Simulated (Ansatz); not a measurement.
**CH₂FNSSi: how energies converge with the basis set**

Aim: see how fast density functionals converge with the basis set for CH₂FNSSi.

The runs use Ansatz 0.2.0, Gaussian basis; one geometry, several basis sets.

The runs, in order: PBE0-D4/def2-SVP; ωB97M-V/def2-SVP; PBE0-D4/def2-QZVPP; ωB97M-V/def2-QZVPP; the functionals' def2-TZVPP values are taken from earlier runs.

**1. The geometry**

The geometry comes from an earlier relaxation with PBE0-D4 in a triple-zeta def2 set; it is a stationary point, not always the lowest conformer.

SMILES `F[SiH]1N=C1S`, 7 atoms, charge 0, spin multiplicity 1.

Atoms are counted from 1 here; the program's logs count them from 0.

Bond lengths: F1–Si2 1.585 Å, Si2–N3 1.741 Å, Si2–C4 1.759 Å, Si2–H6 1.466 Å, N3–C4 1.301 Å, C4–S5 1.714 Å, S5–H7 1.350 Å. Angles: F1–Si2–N3 120.0°, F1–Si2–C4 122.5°, F1–Si2–H6 107.9°, N3–Si2–C4 43.6°, N3–Si2–H6 122.8°, C4–Si2–H6 126.5°, Si2–N3–C4 68.9°, Si2–C4–N3 67.4°, Si2–C4–S5 160.7°, N3–C4–S5 131.8°, C4–S5–H7 95.9°.

**2. PBE0-D4 in def2-SVP**

File in.yaml:

```yaml
crystal:
  periodic: [false, false, false]
  atoms:
    - {symbol: F, position_ang: [-2.420202, 0.296619, 0.303489]}
    - {symbol: Si, position_ang: [-0.890679, 0.591790, 0.594749]}
    - {symbol: N, position_ang: [0.226731, 0.775144, -0.727547]}
    - {symbol: C, position_ang: [0.406538, -0.359534, -0.117321]}
    - {symbol: S, position_ang: [1.483840, -1.659109, -0.415251]}
    - {symbol: H, position_ang: [-0.812019, 1.396256, 1.818114]}
    - {symbol: H, position_ang: [2.067190, -1.109267, -1.501832]}
basis:
  gaussian: {orbitals: def2-SVP}
hamiltonian: {xc: pbe0, dispersion: d4}
output: {orbitals: {seedname: orbitals}}
```

Command:

```console
$ ansatz run in.yaml --threads 2 --pin off --events-out ev --progress --plain --max-ram 4352MiB
```

Further steps of the session: ωB97M-V in def2-SVP; PBE0-D4 in def2-QZVPP; ωB97M-V in def2-QZVPP.

**Question.** What will the summary of the whole plan be? Wanted: PBE0-D4: double and triple zeta above quadruple; ωB97M-V: double and triple zeta above quadruple.

The runs gave:

```
                                       quantity           value
PBE0-D4: double and triple zeta above quadruple  14.07, 0.90 eV
ωB97M-V: double and triple zeta above quadruple  14.12, 0.84 eV
```

In words: PBE0-D4 gains 13.17 eV from double to triple zeta, then 0.90 eV more. Total energies overstate the basis error of differences, where much of it tends to cancel. The LUMO of ωB97M-V is positive and keeps falling with the basis (1.69 to 1.03 eV): an unbound level that the basis holds in place.
